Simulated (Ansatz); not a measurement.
# O4V: the cost of one run

Method: the levels named in each step, in Ansatz 0.2.0.

## Step 1: The starting structure

Bond lengths: O1–V2 1.689 Å, V2–O3 1.689 Å, V2–O4 1.689 Å, V2–O5 1.689 Å. Angles: O1–V2–O3 109.5°, O1–V2–O4 109.5°, O1–V2–O5 109.5°, O3–V2–O4 109.5°, O3–V2–O5 109.5°, O4–V2–O5 109.4°.

Coordinates:

```xyz
5

O     1.5873   -0.5370   -0.2098
V    -0.0001    0.0000    0.0001
O    -0.0722    1.6650   -0.2725
O    -0.5039   -0.3348    1.5766
O    -1.0121   -0.7939   -1.0941
```

## Step 2: A rough first relaxation, PBE-D4/def2-SVPD

This run stands in another session on the same molecule. It ended at:

```xyz
5

O     1.6514   -0.5586   -0.2183
V    -0.0002   -0.0002    0.0001
O    -0.0750    1.7323   -0.2835
O    -0.5242   -0.3483    1.6407
O    -1.0531   -0.8260   -1.1387
```

## Step 3: Relaxation, HF/STO-3G

input.yaml

```yaml
crystal:
  periodic: [false, false, false]
  atoms:
    - { symbol: O, position_ang: [1.65142827, -0.55859783, -0.21826958] }
    - { symbol: V, position_ang: [-0.0002231, -0.00015043, 7.242e-05] }
    - { symbol: O, position_ang: [-0.07504496, 1.73232194, -0.28348901] }
    - { symbol: O, position_ang: [-0.5241502, -0.3482789, 1.64073052] }
    - { symbol: O, position_ang: [-1.05312002, -0.82604478, -1.13868435] }
total_charge: -3
basis:
  gaussian: { orbitals: STO-3G }
hamiltonian:
  xc: hf
relax:
  f_tol: 0.002
  max_steps: 150
```

Command:

```console
> ansatz run input.yaml --threads 2 --pin off --max-ram 5120MiB --backend cpu --events-out ev --progress --plain --runs-dir out
```

What time and memory should one allow on 2 threads of AMD EPYC 7R43 (Zen 3), shared host?

About 4.1 s, with a peak of 0.11 GiB.
